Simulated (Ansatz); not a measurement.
**AlFH6N2Si: a ladder of functionals and wavefunction methods**

One table from this session's results is given with a row withheld; the runs are named, their logs left out.

Method: functionals in def2-TZVPP, the program's frozen cores in correlated methods; program: Ansatz 0.2.0, Gaussian basis.

Levels to be run: PBE-D4, r2SCAN-D4, PBE0-D4, B3LYP-D4, ωB97X-V, ωB97M-V, B2PLYP; CCSD(T)/def2-TZVPP; MP2/def2-QZVPP; extrapolation to the limit.

## The relaxed structure

An earlier PBE0-D4 in a triple-zeta def2 set relaxation fixed the geometry.

SMILES `N[SiH2][Al]([NH2])[F]`, 11 atoms, charge 0, spin multiplicity 1.

Atoms are counted from 1 here; the program's logs count them from 0.

Bond lengths: N1–Si2 1.734 Å, N1–H6 1.008 Å, N1–H7 1.009 Å, Si2–Al3 2.443 Å, Si2–H8 1.491 Å, Si2–H9 1.498 Å, Al3–N4 1.762 Å, Al3–F5 1.656 Å, N4–H10 1.007 Å, N4–H11 1.007 Å. Angles: Si2–N1–H6 118.8°, Si2–N1–H7 118.8°, H6–N1–H7 110.0°, N1–Si2–Al3 107.4°, N1–Si2–H8 106.6°, N1–Si2–H9 115.3°, Al3–Si2–H8 110.9°, Al3–Si2–H9 111.4°, H8–Si2–H9 105.2°, Si2–Al3–N4 120.9°, Si2–Al3–F5 121.9°, N4–Al3–F5 117.2°, Al3–N4–H10 126.2°, Al3–N4–H11 123.1°, H10–N4–H11 110.6°.

Set-up of the first run:

in.yaml reads:

```yaml
crystal:
  periodic: [false, false, false]
  atoms:
    - {symbol: N, position_ang: [-1.833471, -0.518810, 0.302475]}
    - {symbol: Si, position_ang: [-0.427265, -0.351270, 1.303863]}
    - {symbol: Al, position_ang: [1.385530, 0.464499, -0.116189]}
    - {symbol: N, position_ang: [1.245896, 0.428892, -1.871842]}
    - {symbol: F, position_ang: [2.779658, 1.091119, 0.520073]}
    - {symbol: H, position_ang: [-2.128787, 0.267125, -0.254935]}
    - {symbol: H, position_ang: [-2.638457, -1.002398, 0.671233]}
    - {symbol: H, position_ang: [-0.117482, -1.710360, 1.834128]}
    - {symbol: H, position_ang: [-0.604080, 0.512083, 2.515596]}
    - {symbol: H, position_ang: [1.935638, 0.754884, -2.529706]}
    - {symbol: H, position_ang: [0.468221, 0.007237, -2.353895]}
basis:
  gaussian: {orbitals: def2-TZVPP}
hamiltonian: {xc: pbe, dispersion: d4}
output: {forces: true, orbitals: {seedname: orbitals}}
```

Launch:

```bash
$ ansatz run in.yaml --threads 4 --pin off --events-out ev --progress --plain --max-ram 10444MiB
```

Steps of the session up to this table: PBE-D4 (GGA); r2SCAN-D4 (meta-GGA); PBE0-D4 (hybrid); B3LYP-D4 (hybrid); ωB97X-V (range-separated); ωB97M-V (range-separated); B2PLYP (double hybrid); CCSD(T) in def2-TZVPP; MP2 in def2-QZVPP.

One of the session's tables, all rows but one given; the rest of the session is left out.

```
            method  atomisation energy (kcal/mol)
            PBE-D4                          905.2
         r2SCAN-D4                          893.3
           PBE0-D4                          887.5
          B3LYP-D4                          898.3
           ωB97X-V                          903.0
           ωB97M-V                          899.5
            B2PLYP                          887.5
     HF/def2-TZVPP                              ?
    MP2/def2-TZVPP                          882.3
   CCSD/def2-TZVPP                          857.4
CCSD(T)/def2-TZVPP                          869.9
           MP2/CBS                          913.1
       CCSD(T)/CBS                          900.6
```

Estimate the missing values for HF/def2-TZVPP.

**Answer.** atomisation energy (kcal/mol): 631.1. In the column «atomisation energy (kcal/mol)» it is the lowest.
